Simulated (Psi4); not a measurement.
# GeCl2 (SMILES [Cl][Ge][Cl]): B2PLYP/aug-cc-pVDZ (density fitting for correlation)

What is the vertical electron affinity of GeCl2 at B2PLYP/aug-cc-pVDZ (density fitting for correlation)? 

The calculation is run with Psi4 1.11.

4 further runs of the same task are left out: 1 that didn't finish, 3 set aside as unsound or not needed.

## Step 1: Starting point

GeCl2 has 3 atoms, charge 0, and is taken as a singlet. As SMILES, `[Cl][Ge][Cl]`. The shape comes from GFN2-xTB, which is rough for such elements, and wasn't checked as a minimum.

Bond lengths: Ge1–Cl2 2.162 Å, Ge1–Cl3 2.162 Å. Angles: Cl2–Ge1–Cl3 99.5°.

## Step 2: A single-point energy at B2PLYP/aug-cc-pVDZ (density fitting for correlation)

run.py reads:

```python
import numpy as np
from ase.calculators.psi4 import Psi4
from ase import Atoms

mol = Atoms(['Ge', 'Cl', 'Cl'], positions=[
    [0.004890, -0.007110, -0.931180],
    [1.647840, -0.018820, 0.474730],
    [-1.652730, 0.025930, 0.456450],
])
calc = Psi4(atoms=mol, method='b2plyp', basis='aug-cc-pVDZ', memory='1600MB', num_threads=1, charge=0, multiplicity=1, label='psi4-calc', reference='rks')
calc.psi4.set_options({'puream': True, 'e_convergence': 1e-09, 'd_convergence': 1e-08, 'scf_type': 'pk', 'dft_radial_points': 99, 'dft_spherical_points': 590, 'num_frozen_docc': 19})
mol.calc = calc

print(f'energy: {mol.get_potential_energy():.6f} eV')
```

The run is started by

```bash
$ python run.py
```

psi4-calc.dat:

```text
[...]
  Running in c1 symmetry.
[...]
  Nuclear repulsion =  312.606017933749115
[...]
  Multiplicity = 1
[...]
  Nalpha       = 33
  Nbeta        = 33
[...]
    Number of basis functions: 90
[...]
   @RKS iter   1: -2996.14313822302711   -3.57895e+00   1.16583e-02 DIIS/ADIIS
[...]
   @RKS iter  11: -2996.65390165127837   -8.18545e-12   4.24240e-09 DIIS
[...]
    Orbital Energies [Eh]
    ---------------------
    Doubly Occupied:
       1A   -401.581219     2A   -102.922087     3A   -102.922030
       4A    -50.878488     5A    -45.219786     6A    -45.218623
       7A    -45.218042     8A     -9.920057     9A     -9.919993
      10A     -7.557435    11A     -7.557371    12A     -7.554374
      13A     -7.554309    14A     -7.553171    15A     -7.553108
      16A     -6.713271    17A     -4.803071    18A     -4.799754
      19A     -4.796616    20A     -1.475154    21A     -1.473496
      22A     -1.470911    23A     -1.470499    24A     -1.467071
      25A     -0.955627    26A     -0.927212    27A     -0.593528
      28A     -0.455987    29A     -0.424378    30A     -0.416738
      31A     -0.388463    32A     -0.374436    33A     -0.332375
[...]
  @RKS Final Energy: -2996.65390165127837
   => Energetics <=
    Nuclear Repulsion Energy =            312.6060179337491149
    One-Electron Energy =               -4787.8817645242979779
    Two-Electron Energy =                1543.1407665037481820
    DFT Exchange-Correlation Energy =     -64.5189215644775516
    Empirical Dispersion Energy =           0.0000000000000000
    VV10 Nonlocal Energy =                  0.0000000000000000
    Total Energy =                      -2996.6539016512783746
[...]
 Multipole Moments:
 ------------------------------------------------------------------------------------
     Multipole            Electronic (a.u.)      Nuclear  (a.u.)        Total (a.u.)
 ------------------------------------------------------------------------------------
 L = 1.  Multiply by 2.5417464519 to convert [e a0] to [Debye]
 Dipole X            :          0.0299248           -0.0265271            0.0033977
 Dipole Y            :         -0.0446846            0.0385701           -0.0061145
 Dipole Z            :         -5.8536869            5.0514324           -0.8022545
 Magnitude           :                                                    0.8022850
[...]
```

The script printed:

```text
energy: -81546.658082 eV
```

It took 20 s on 1 thread of Intel Xeon 6975P-C (Granite Rapids), shared host; peak memory 0.96 GiB.

## Step 3: The doublet anion at the same level

input.json reads:

```json
{
 "schema_name": "qcschema_input",
 "schema_version": 1,
 "molecule": {
  "schema_name": "qcschema_molecule",
  "schema_version": 2,
  "symbols": ["Ge", "Cl", "Cl"],
  "geometry": [0.00924076, -0.01343595, -1.75967517, 3.1139663, -0.03556465, 0.89710968, -3.12320706, 0.0490006, 0.86256549],
  "molecular_charge": -1,
  "molecular_multiplicity": 2,
  "fix_symmetry": "c1",
  "fix_com": true,
  "fix_orientation": true
 },
 "driver": "energy",
 "model": {
  "method": "b2plyp",
  "basis": "aug-cc-pVDZ"
 },
 "keywords": {
  "reference": "uks",
  "puream": true,
  "e_convergence": 1e-09,
  "d_convergence": 1e-08,
  "scf_type": "pk",
  "dft_radial_points": 99,
  "dft_spherical_points": 590,
  "num_frozen_docc": 19,
  "maxiter": 200
 }
}
```

The run is started by

```bash
$ psi4 --qcschema input.json -n 1 --memory 1600MB
```

stdout:

```text
[...]
  Running in c1 symmetry.
[...]
  Nuclear repulsion =  312.606018086892789
[...]
  Multiplicity = 2
[...]
  Nalpha       = 34
  Nbeta        = 33
[...]
    Number of basis functions: 90
[...]
   @UKS iter   1: -2995.98677355870495   -3.42258e+00   1.25794e-02 ADIIS/DIIS
[...]
   @UKS iter  14: -2996.69217197515900   -9.54969e-12   4.78115e-09 DIIS
[...]
   @S^2 Observed:                7.577950772E-01
[...]
    Orbital Energies [Eh]
    ---------------------
    Alpha Occupied:
       1A   -401.317854     2A   -102.717024     3A   -102.716983
       4A    -50.616594     5A    -44.957754     6A    -44.957236
       7A    -44.956711     8A     -9.715910     9A     -9.715862
      10A     -7.353067    11A     -7.353018    12A     -7.350496
      13A     -7.350449    14A     -7.349661    15A     -7.349614
      16A     -6.452526    17A     -4.541541    18A     -4.539448
      19A     -4.538553    20A     -1.215727    21A     -1.213263
      22A     -1.210742    23A     -1.208734    24A     -1.208041
      25A     -0.754046    26A     -0.728221    27A     -0.387056
      28A     -0.254198    29A     -0.226905    30A     -0.226458
      31A     -0.199808    32A     -0.181211    33A     -0.125683
      34A     -0.002636
[...]
  @UKS Final Energy: -2996.69217197515900
   => Energetics <=
    Nuclear Repulsion Energy =            312.6060180868927887
    One-Electron Energy =               -4802.9431527279712100
    Two-Electron Energy =                1558.2842052392634287
    DFT Exchange-Correlation Energy =     -64.6392425733437221
    Empirical Dispersion Energy =           0.0000000000000000
    VV10 Nonlocal Energy =                  0.0000000000000000
    Total Energy =                      -2996.6921719751589990
[...]
 Multipole Moments:
 ------------------------------------------------------------------------------------
     Multipole            Electronic (a.u.)      Nuclear  (a.u.)        Total (a.u.)
 ------------------------------------------------------------------------------------
 L = 1.  Multiply by 2.5417464519 to convert [e a0] to [Debye]
 Dipole X            :         -0.1411528            0.1386114           -0.0025414
 Dipole Y            :          0.2040126           -0.2015393            0.0024733
 Dipole Z            :         26.7175417          -26.3951276            0.3224141
 Magnitude           :                                                    0.3224336
[...]
```

The result, in JSON:

```text
{
 "driver": "energy",
 "model": {
  "method": "b2plyp",
  "basis": "aug-cc-pVDZ"
 },
 "success": true,
 "return_result": -2996.8242603426784,
 "properties": {
  "calcinfo_nbasis": 90,
  "calcinfo_nmo": 90,
  "calcinfo_nalpha": 34,
  "calcinfo_nbeta": 33,
  "calcinfo_natom": 3,
  "nuclear_repulsion_energy": 312.6060180868928,
  "return_energy": -2996.8242603426784,
  "scf_one_electron_energy": -4802.943152727971,
  "scf_two_electron_energy": 1558.2842052392634,
  "scf_xc_energy": -64.63924257334372,
  "scf_dipole_moment": [-0.002541425000985864, 0.002473321026183306, 0.3224141372390612],
  "scf_total_energy": -2996.692171975159,
  "scf_iterations": 14
 }
}
```

Run time: 24 s. Hardware: 1 thread of Intel Xeon 6975P-C (Granite Rapids), shared host; peak memory 0.92 GiB.

## Step 4: Outcome

Level: B2PLYP/aug-cc-pVDZ (density fitting for correlation), 19 core orbitals frozen.

```
                                                               quantity           value
                                            singlet GeCl2: total energy  -2996.78443 Eh
                       singlet GeCl2: HOMO energy (SCF part's orbitals)        -9.04 eV
                       singlet GeCl2: LUMO energy (SCF part's orbitals)        -2.00 eV
                     singlet GeCl2: HOMO–LUMO gap (SCF part's orbitals)         7.04 eV
                                            doublet anion: total energy  -2996.82426 Eh
doublet anion: HOMO energy (SCF part's orbitals) (highest over α and β)        -0.07 eV
 doublet anion: LUMO energy (SCF part's orbitals) (lowest over α and β)         3.90 eV
                                                    doublet anion: ⟨S²⟩           0.758
                      vertical electron affinity (to the doublet anion)        1.084 eV
```

**Reading.** At fixed nuclei the extra electron is bound by 1.08 eV (105 kJ/mol).
